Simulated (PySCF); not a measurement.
# Cl4Sn (SnCl4): the cost of one run

Computed with PySCF 2.14.0 and routines of our own; the level stands in each step. Atoms count from 0.

## (1) The starting structure

5 atoms, charge 0, multiplicity 1; geometry from: GFN2-xTB.

## (2) Relaxing the molecule at PBE0-D3(BJ)/def2-SVP

The job: settings as JSON, then the geometry in Å.

```
{"job": {"xc": "PBE0", "basis": "def2-SVP", "d3": "d3bj", "grid": 1, "maxiter": 30, "shake": 0.03, "kind": "geom"}, "charge": 0, "multiplicity": 1}
Sn     0.059930    -0.075840     0.011360
Cl    -0.006120    -0.031490     2.311030
Cl     2.120820     0.003220    -0.808040
Cl    -1.000330     1.901680    -0.763820
Cl    -1.099450    -1.908050    -0.812650
```

Run with:

```bash
> OMP_NUM_THREADS=1 python heavy_run.py task.json out
```

The driver reads the jobs from task.json and runs them one after another.

**Question.** How long does this first job take on 1 thread of Intel Xeon Platinum 8488C, shared host, and how much memory does it need?

About 45 s, with a peak of 0.41 GiB.
